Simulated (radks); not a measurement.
# S in [Ne] 3s2 3p2 4f2: an all-electron calculation

One table from this session's results is given with a row withheld; the runs are named, their logs left out.

Program: radks (a radial shooting solver on a logarithmic mesh, Libxc functionals) version 1. Level of theory: scalar-relativistic Kohn-Sham, PBE, spin-polarised, spherical densities, finite nucleus; open shells are filled with parallel spins first. These are calculated values, not measurements, unless marked.

## What is computed

```
element            : sulfur (Z = 16)
charge             : 0
electrons          : 16
configuration      : [Ne] 3s2 3p2 4f2
nuclear rms radius : 3.2611 fm
```

Outer shells as boxes (Hund's rule):

S
```
[Ne] core
3s [↑↓]
3p [↑ ][↑ ][  ]
4f [↑ ][↑ ][  ][  ][  ][  ][  ]
```

The first run:

Input:

```text
Z 16
configuration [Ne] 3s2 3p2 4f2
relativity scalar-relativistic
functional pbe,pbe
spin polarised
nucleus finite rms 3.2611 fm
c 137.035999084
```

Command:

```sh
$ python run_ks.py task.json out
```

All runs below come from this command, one after another.

Among the steps run: Self-consistent calculation.

One table of the session follows, with a row left open; its other results are not shown here.

It belongs to the step «Radial structure». Sizes of the orbitals, from the radial functions (bohr):

| level | <r> | outermost maximum (interpolated) | 90 % within | nodes |
| --- | --- | --- | --- | --- |
| 1s up | 0.09688 | 0.0633 | 0.173 | 0 |
| 1s down | 0.09687 | 0.0633 | 0.173 | 0 |
| 2s up | 0.4785 | 0.388 | 0.750 | 1 |
| 2s down | 0.4784 | 0.388 | 0.749 | 1 |
| 2p up | 0.4418 | 0.325 | 0.736 | 0 |
| 2p down | 0.4417 | 0.326 | 0.735 | 0 |
| 3s up | ? | ? | ? | ? |
| 3s down | 1.580 | 1.36 | 2.37 | 2 |
| 3p up | 1.756 | 1.49 | 2.67 | 1 |
| 3p down | 1.785 | 1.49 | 2.74 | 1 |
| 4f up | 10.24 | 9.36 | 14.8 | 0 |

**Question.** Estimate the row for 3s up.

**Answer.** <r>: 1.574; outermost maximum (interpolated): 1.37; 90 % within: 2.34; nodes: 2. In the column «<r>» it lies between 2s up (0.4785) and 3s down (1.580).
